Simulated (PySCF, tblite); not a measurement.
# C₅H₁₅BN₂: geometry, infrared bands and NMR shifts

Aim: predict the infrared bands and NMR shifts of C₅H₁₅BN₂ (`[BH3-][N@+]1(C)CC[C@@H]1CN`).

Programs: tblite 0.8.0 and PySCF 2.14.0, with density-fitted response routines of our own. Each step states its level of theory. These are calculated values for one molecule in the gas phase, unless marked as measured. Atoms count from 0, in the outputs and in this text.

### 1 The molecule as given

23 atoms, charge 0, multiplicity 1; geometry from: force field or distance geometry start.

Bonds of the start (Å): B0–N1 1.57, N1–C2 1.46, N1–C3 1.48, C3–C4 1.52, C4–C5 1.52, C5–C6 1.55, C6–N7 1.46, C5–N1 1.49, B0–H8 1.20, B0–H9 1.20, B0–H10 1.18, C2–H11 1.12, C2–H12 1.12, C2–H13 1.12, C3–H14 1.11, C3–H15 1.13, C4–H16 1.11, C4–H17 1.12, C5–H18 1.12, C6–H19 1.12, C6–H20 1.11, N7–H21 1.04, N7–H22 1.04.

### 2 Optimising the geometry with GFN2-xTB

What the job is given:

```
{"job": {"kind": "relax", "xc": "GFN2-xTB", "basis": "xTB"}, "charge": 0, "multiplicity": 1}
B     -1.223600    -0.649700     1.326400
N     -0.919200     0.111600    -0.017800
C     -1.873500     1.197100    -0.240900
C     -0.818600    -0.797400    -1.178300
C      0.617200    -0.403600    -1.466100
C      0.483400     0.535500    -0.277900
C      1.535600     0.267400     0.829000
N      2.847100     0.779300     0.429600
H     -2.356800    -1.034000     1.321900
H     -1.091400     0.084300     2.261500
H     -0.532900    -1.602100     1.464800
H     -2.927600     0.804900    -0.264000
H     -1.810200     1.966800     0.570000
H     -1.694400     1.709400    -1.220100
H     -1.508500    -0.536200    -2.005900
H     -0.890500    -1.887200    -0.902100
H      1.334000    -1.238800    -1.329200
H      0.715700     0.135800    -2.438300
H      0.557900     1.604700    -0.595200
H      1.228000     0.798300     1.763300
H      1.613500    -0.815700     1.062900
H      3.490800     0.670600     1.238100
H      3.219300     0.167400    -0.321600
```

On the command line:

```
> OMP_NUM_THREADS=1 python probes_run.py task.json out
```

One launch serves the whole session: the jobs run in the order shown.

**Question.** This job is followed by: GFN2-xTB harmonic vibrations, gas phase; GIAO PBE0/pcSseg-1 NMR shielding, non-relativistic, gas phase. Predict these results of the whole session: strongest single infrared mode (GFN2-xTB); zero-point energy (GFN2-xTB); ¹³C shifts against TMS (PBE0/pcSseg-1); ¹H shifts against TMS (PBE0/pcSseg-1, means over atoms taken as alike); ¹¹B shifts against BF3·OEt2 (PBE0/pcSseg-1); ¹⁵N shifts against NH3 (PBE0/pcSseg-1); surface potential, 1st and 99th percentile.

As calculated:

| quantity | value |
| --- | --- |
| strongest single infrared mode (GFN2-xTB) | 2420 cm⁻¹, 328 km/mol |
| zero-point energy (GFN2-xTB) | 127.4 kcal/mol |
| ¹³C shifts against TMS (PBE0/pcSseg-1) | 71.9, 59.6, 54.3, 48.3, 21.9 ppm |
| ¹H shifts against TMS (PBE0/pcSseg-1, means over atoms taken as alike) | 3.80, 3.64, 3.46, 3.17, 3.16, 2.61, 2.16, 1.96, 1.85, 0.46 ppm |
| ¹¹B shifts against BF3·OEt2 (PBE0/pcSseg-1) | -19.2 ppm |
| ¹⁵N shifts against NH3 (PBE0/pcSseg-1) | 64.1, 28.6 ppm |
| surface potential, 1st and 99th percentile | -1.65 V and 1.44 V |

In words: The optimisation took 132 steps and gained 0.405 eV; among the close pairs (by a distance rule), B0–N1 changed most, from 1.575 to 1.643 Å. All 63 modes are real, so the xTB geometry is a minimum. The strongest single mode, at 2420 cm⁻¹, moves mainly H8. GFN2-xTB is a fitted tight-binding method: band positions and strengths are rough. Its intensities can rank the bands wrongly. The most deshielded carbon is C5 (sp3 CH bonded to N), at 71.9 ppm: pulled downfield by the heteroatom. At PBE0/pcSseg-1: The widest tensor belongs to C2: span 88 ppm, with a paramagnetic part of -114 ppm.
